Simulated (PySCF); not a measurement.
# A gas-phase reaction: FH5OSi2 + Cl2 → ClFH4OSi2 + ClH, part 2 of 2

PySCF 2.14.0. Atoms count from 0, parts from 1. Earlier steps stand in the parts before.

## 4. Reaction energy: B3LYP-D3(0)/jun-cc-pV(D+d)Z

What the job is given:

```
{"job": {"kind": "react", "xc": "B3LYP", "basis": "jun-cc-pV(D+d)Z", "disp": "d3zero", "scf": {"damp": 0.3}}, "charge": 0, "multiplicity": 1}
-1 FH5OSi2 charge 0 multiplicity 1
O     -1.354950     1.240170     0.280360
Si    -0.838910    -0.274960     0.026300
F     -1.421460    -0.694040    -1.430020
Si     1.448790    -0.151780     0.026570
H     -2.253950     1.513460     0.111150
H     -1.567370    -1.216550     0.873310
H      1.999090    -0.967330     1.116710
H      2.034830    -0.660280    -1.219440
H      1.953940     1.211300     0.215060

-1 Cl2 charge 0 multiplicity 1
Cl     1.008420     0.005190    -0.000020
Cl    -1.008420    -0.005190     0.000020

+1 ClFH4OSi2 charge 0 multiplicity 1
O     -0.112380     1.652040    -0.825450
Si    -0.369370     0.059870    -0.751070
F     -1.981230    -0.114410    -0.766930
Si     0.538290    -0.628780     1.237080
Cl     0.176330    -0.830500    -2.484790
H     -0.473920     2.227610    -1.498600
H      1.970890    -0.330100     1.305760
H      0.370760    -2.074400     1.420620
H     -0.119370     0.038670     2.363380

+1 ClH charge 0 multiplicity 1
Cl     0.638620     0.004970    -0.000020
H     -0.638620    -0.004970     0.000020
```

With the program's defaults for keys left out, this is: B3LYP-D3(0)/jun-cc-pV(D+d)Z reaction energy of separated species, gas phase.

The log of the run:

```text
species 1 (FH5OSi2)
damping 0.30 in the first 6 cycles
final grid: 73528 points
cycle   1  E = -757.0801008300  dE =  2.749e-01  |g| = 8.541e-01  |ddm| = 2.431e+00
cycle   2  E = -757.1149090433  dE = -3.481e-02  |g| = 7.424e-01  |ddm| = 1.044e+00
cycle   3  E = -757.1435060284  dE = -2.860e-02  |g| = 6.271e-01  |ddm| = 8.522e-01
cycle   4  E = -757.1600111103  dE = -1.651e-02  |g| = 5.436e-01  |ddm| = 7.420e-01
cycle   5  E = -757.1748094920  dE = -1.480e-02  |g| = 4.640e-01  |ddm| = 6.404e-01
cycle   6  E = -757.0931960717  dE =  8.161e-02  |g| = 8.061e-01  |ddm| = 8.331e-01
cycle   7  E = -756.9359421981  dE =  1.573e-01  |g| = 1.245e+00  |ddm| = 1.276e+00
cycle   8  E = -757.2128556003  dE = -2.769e-01  |g| = 3.436e-02  |ddm| = 7.246e-01
cycle   9  E = -757.2130835599  dE = -2.280e-04  |g| = 1.296e-02  |ddm| = 4.471e-02
cycle  10  E = -757.2131103721  dE = -2.681e-05  |g| = 4.916e-03  |ddm| = 1.158e-02
cycle  11  E = -757.2131146370  dE = -4.265e-06  |g| = 7.083e-04  |ddm| = 3.759e-03
cycle  12  E = -757.2131147626  dE = -1.256e-07  |g| = 1.371e-04  |ddm| = 9.152e-04
cycle  13  E = -757.2131147690  dE = -6.414e-09  |g| = 2.734e-05  |ddm| = 1.873e-04
cycle  14  E = -757.2131147692  dE = -1.710e-10  |g| = 5.032e-06  |ddm| = 2.623e-05
converged SCF energy = -757.2131147692

species 2 (Cl2)
damping 0.30 in the first 6 cycles
final grid: 23496 points
cycle   1  E = -920.4012350628  dE =  1.344e-01  |g| = 1.356e-01  |ddm| = 1.268e+00
cycle   2  E = -920.4043966468  dE = -3.162e-03  |g| = 4.644e-02  |ddm| = 8.658e-02
cycle   3  E = -920.4047942036  dE = -3.976e-04  |g| = 1.930e-02  |ddm| = 3.926e-02
cycle   4  E = -920.4048571447  dE = -6.294e-05  |g| = 7.880e-03  |ddm| = 1.532e-02
cycle   5  E = -920.4048680661  dE = -1.092e-05  |g| = 3.459e-03  |ddm| = 7.206e-03
cycle   6  E = -920.4048679404  dE =  1.257e-07  |g| = 3.552e-03  |ddm| = 4.198e-03
cycle   7  E = -920.4048676876  dE =  2.528e-07  |g| = 3.725e-03  |ddm| = 4.466e-03
cycle   8  E = -920.4048704934  dE = -2.806e-06  |g| = 2.210e-06  |ddm| = 2.285e-03
cycle   9  E = -920.4048704934  dE = -2.956e-12  |g| = 6.872e-07  |ddm| = 3.441e-06
converged SCF energy = -920.4048704934

species 3 (ClFH4OSi2)
damping 0.30 in the first 6 cycles
final grid: 79904 points
cycle   1  E = -1216.7560363811  dE =  5.002e-01  |g| = 8.674e-01  |ddm| = 2.561e+00
cycle   2  E = -1216.8008913287  dE = -4.485e-02  |g| = 7.324e-01  |ddm| = 1.066e+00
cycle   3  E = -1216.8300878842  dE = -2.920e-02  |g| = 6.128e-01  |ddm| = 8.432e-01
cycle   4  E = -1216.8459134889  dE = -1.583e-02  |g| = 5.311e-01  |ddm| = 7.312e-01
cycle   5  E = -1216.8597098207  dE = -1.380e-02  |g| = 4.546e-01  |ddm| = 6.363e-01
cycle   6  E = -1216.7809709565  dE =  7.874e-02  |g| = 7.919e-01  |ddm| = 8.346e-01
cycle   7  E = -1216.6254470015  dE =  1.555e-01  |g| = 1.230e+00  |ddm| = 1.292e+00
cycle   8  E = -1216.8962429707  dE = -2.708e-01  |g| = 3.448e-02  |ddm| = 7.425e-01
cycle   9  E = -1216.8964319021  dE = -1.889e-04  |g| = 1.727e-02  |ddm| = 4.918e-02
cycle  10  E = -1216.8965044376  dE = -7.254e-05  |g| = 3.935e-03  |ddm| = 2.047e-02
cycle  11  E = -1216.8965072755  dE = -2.838e-06  |g| = 1.495e-03  |ddm| = 3.722e-03
cycle  12  E = -1216.8965076988  dE = -4.233e-07  |g| = 2.897e-04  |ddm| = 1.423e-03
cycle  13  E = -1216.8965077159  dE = -1.717e-08  |g| = 4.480e-05  |ddm| = 3.115e-04
cycle  14  E = -1216.8965077164  dE = -4.668e-10  |g| = 1.416e-05  |ddm| = 6.330e-05
converged SCF energy = -1216.8965077164

species 4 (ClH)
damping 0.30 in the first 6 cycles
final grid: 17120 points
cycle   1  E = -460.8167275112  dE = -2.475e-02  |g| = 1.851e-01  |ddm| = 9.391e-01
cycle   2  E = -460.8263832623  dE = -9.656e-03  |g| = 7.856e-02  |ddm| = 2.625e-01
cycle   3  E = -460.8277062786  dE = -1.323e-03  |g| = 3.009e-02  |ddm| = 9.623e-02
cycle   4  E = -460.8279126870  dE = -2.064e-04  |g| = 1.201e-02  |ddm| = 4.016e-02
cycle   5  E = -460.8279449331  dE = -3.225e-05  |g| = 4.773e-03  |ddm| = 1.503e-02
cycle   6  E = -460.8279450290  dE = -9.588e-08  |g| = 4.733e-03  |ddm| = 8.971e-03
cycle   7  E = -460.8279450850  dE = -5.604e-08  |g| = 4.710e-03  |ddm| = 8.659e-03
cycle   8  E = -460.8279509553  dE = -5.870e-06  |g| = 6.989e-06  |ddm| = 4.327e-03
cycle   9  E = -460.8279509553  dE = -9.095e-12  |g| = 3.186e-06  |ddm| = 6.779e-06
converged SCF energy = -460.8279509553

Reaction energy = -67.725 kcal/mol
```

Run time: 32 s. Hardware: 1 thread of Intel Xeon at 2.50GHz, shared host; peak memory 0.55 GiB.

Reaction energy at this level: -67.72 kcal/mol.

## 5. Reaction energy: X3LYP-D3(BJ)/6-31++G**

Same as in step 4 but for these lines:

```diff
@@ -1,2 +1,2 @@
-{"job": {"kind": "react", "xc": "B3LYP", "basis": "jun-cc-pV(D+d)Z", "disp": "d3zero", "scf": {"damp": 0.3}}, "charge": 0, "multiplicity": 1}
+{"job": {"kind": "react", "xc": "X3LYP", "basis": "6-31++G**", "disp": "d3bj"}, "charge": 0, "multiplicity": 1}
 -1 FH5OSi2 charge 0 multiplicity 1
```

Method: X3LYP-D3(BJ)/6-31++G** reaction energy of separated species, gas phase.

The log of the run:

```text
species 1 (FH5OSi2)
coarse grid: 8520 points
cycle   1  E = -756.9389942655  dE =  2.446e-01  |g| = 8.418e-01  |ddm| = 2.758e+00
cycle   2  E = -756.6894225542  dE =  2.496e-01  |g| = 1.435e+00  |ddm| = 1.707e+00
cycle   3  E = -757.0673850358  dE = -3.780e-01  |g| = 5.636e-02  |ddm| = 1.158e+00
cycle   4  E = -757.0678562918  dE = -4.713e-04  |g| = 4.409e-02  |ddm| = 1.102e-01
cycle   5  E = -757.0681847727  dE = -3.285e-04  |g| = 9.166e-03  |ddm| = 3.487e-02
cycle   6  E = -757.0682002357  dE = -1.546e-05  |g| = 1.261e-03  |ddm| = 1.200e-02
cycle   7  E = -757.0682006842  dE = -4.484e-07  |g| = 2.947e-04  |ddm| = 2.570e-03
final grid: 73528 points
cycle   8  E = -757.0246924127  dE = -9.293e-06  |g| = 1.914e-03  |ddm| = 2.557e-02
cycle   9  E = -757.0246918961  dE =  5.165e-07  |g| = 2.761e-03  |ddm| = 4.461e-03
cycle  10  E = -757.0246932234  dE = -1.327e-06  |g| = 3.152e-04  |ddm| = 2.113e-03
cycle  11  E = -757.0246932468  dE = -2.349e-08  |g| = 6.553e-05  |ddm| = 4.644e-04
cycle  12  E = -757.0246932476  dE = -7.898e-10  |g| = 3.967e-05  |ddm| = 1.077e-04
cycle  13  E = -757.0246932479  dE = -2.834e-10  |g| = 7.560e-06  |ddm| = 3.332e-05
converged SCF energy = -757.0246932479

species 2 (Cl2)
coarse grid: 3248 points
cycle   1  E = -920.2736777708  dE =  1.362e-01  |g| = 1.284e-01  |ddm| = 1.599e+00
cycle   2  E = -920.2758479263  dE = -2.170e-03  |g| = 9.325e-02  |ddm| = 1.685e-01
cycle   3  E = -920.2780379477  dE = -2.190e-03  |g| = 1.069e-02  |ddm| = 8.626e-02
cycle   4  E = -920.2780683050  dE = -3.036e-05  |g| = 2.458e-03  |ddm| = 1.666e-02
cycle   5  E = -920.2780701128  dE = -1.808e-06  |g| = 6.221e-05  |ddm| = 4.254e-03
final grid: 23496 points
cycle   6  E = -920.2480138530  dE = -9.480e-07  |g| = 1.380e-03  |ddm| = 8.522e-03
cycle   7  E = -920.2480140763  dE = -2.232e-07  |g| = 1.077e-03  |ddm| = 3.662e-03
cycle   8  E = -920.2480144079  dE = -3.316e-07  |g| = 1.034e-04  |ddm| = 1.532e-03
cycle   9  E = -920.2480144106  dE = -2.706e-09  |g| = 1.112e-06  |ddm| = 9.450e-05
cycle  10  E = -920.2480144106  dE = -6.821e-13  |g| = 1.341e-07  |ddm| = 2.568e-06
converged SCF energy = -920.2480144106

species 3 (ClFH4OSi2)
coarse grid: 9528 points
cycle   1  E = -1216.5537016839  dE =  4.758e-01  |g| = 8.561e-01  |ddm| = 3.100e+00
cycle   2  E = -1216.3238605362  dE =  2.298e-01  |g| = 1.414e+00  |ddm| = 2.038e+00
cycle   3  E = -1216.6890645087  dE = -3.652e-01  |g| = 8.747e-02  |ddm| = 1.299e+00
cycle   4  E = -1216.6907170418  dE = -1.653e-03  |g| = 4.295e-02  |ddm| = 2.264e-01
cycle   5  E = -1216.6911816171  dE = -4.646e-04  |g| = 1.057e-02  |ddm| = 7.857e-02
cycle   6  E = -1216.6911987754  dE = -1.716e-05  |g| = 4.213e-03  |ddm| = 1.295e-02
cycle   7  E = -1216.6912021301  dE = -3.355e-06  |g| = 5.243e-04  |ddm| = 5.147e-03
final grid: 79904 points
cycle   8  E = -1216.6332073171  dE = -7.762e-06  |g| = 2.790e-03  |ddm| = 2.714e-02
cycle   9  E = -1216.6332060537  dE =  1.263e-06  |g| = 3.858e-03  |ddm| = 7.831e-03
cycle  10  E = -1216.6332091258  dE = -3.072e-06  |g| = 4.982e-04  |ddm| = 4.494e-03
cycle  11  E = -1216.6332091753  dE = -4.947e-08  |g| = 1.005e-04  |ddm| = 6.051e-04
cycle  12  E = -1216.6332091776  dE = -2.377e-09  |g| = 2.497e-05  |ddm| = 2.407e-04
cycle  13  E = -1216.6332091778  dE = -1.394e-10  |g| = 9.311e-06  |ddm| = 5.780e-05
converged SCF energy = -1216.6332091778

species 4 (ClH)
coarse grid: 2248 points
cycle   1  E = -460.7510048126  dE = -2.764e-02  |g| = 1.904e-01  |ddm| = 1.024e+00
cycle   2  E = -460.7539705775  dE = -2.966e-03  |g| = 1.782e-01  |ddm| = 4.955e-01
cycle   3  E = -460.7635715616  dE = -9.601e-03  |g| = 5.610e-03  |ddm| = 2.365e-01
cycle   4  E = -460.7635797911  dE = -8.229e-06  |g| = 1.868e-03  |ddm| = 9.245e-03
final grid: 17120 points
cycle   5  E = -460.7483838324  dE = -1.676e-06  |g| = 2.452e-03  |ddm| = 8.682e-03
cycle   6  E = -460.7483843211  dE = -4.887e-07  |g| = 2.056e-03  |ddm| = 5.818e-03
cycle   7  E = -460.7483855525  dE = -1.231e-06  |g| = 1.272e-04  |ddm| = 2.782e-03
cycle   8  E = -460.7483855573  dE = -4.741e-09  |g| = 2.998e-06  |ddm| = 1.428e-04
cycle   9  E = -460.7483855573  dE = -2.615e-12  |g| = 2.975e-07  |ddm| = 2.538e-06
converged SCF energy = -460.7483855573

Reaction energy = -69.986 kcal/mol
```

Wall time 20 s (1 thread of Intel Xeon at 2.50GHz, shared host); peak memory 0.54 GiB.

Reaction energy at this level: -69.99 kcal/mol.

## 6. Comparing the runs

Energies in kcal/mol, with wall time:

```tsv
run	reaction	time
PBE0-D3(BJ)/def2-TZVP	-69.03	35 s
B97-D3(BJ)/def2-TZVP	-65.50	79 s
B3LYP-D3(0)/jun-cc-pV(D+d)Z	-67.72	32 s
X3LYP-D3(BJ)/6-31++G**	-69.99	20 s
```

## 7. Summary of results

What follows sums up all 2 parts.

| quantity | value |
| --- | --- |
| reaction energy (PBE0-D3(BJ)/def2-TZVP) | -69.03 kcal/mol |
| ΔH, ΔG at 298 K (xTB thermal terms) | -70.2, -68.5 kcal/mol |
| range of the reaction energy over the runs of this table | -69.99 to -65.50 kcal/mol |

The reaction is exothermic by 70.2 kcal/mol in the gas phase; dispersion gives -0.72, and xTB itself gave -34.76 for the electronic energy (xTB energies and thermal terms come from the earlier relaxation of each species, not shown). No barrier was sought. xTB and this level differ widely in the electronic energy, so what comes from xTB (the thermal terms above all) is less safe here. The reaction energy runs from -69.99 (X3LYP-D3(BJ)/6-31++G**) to -65.50 kcal/mol (B97-D3(BJ)/def2-TZVP).
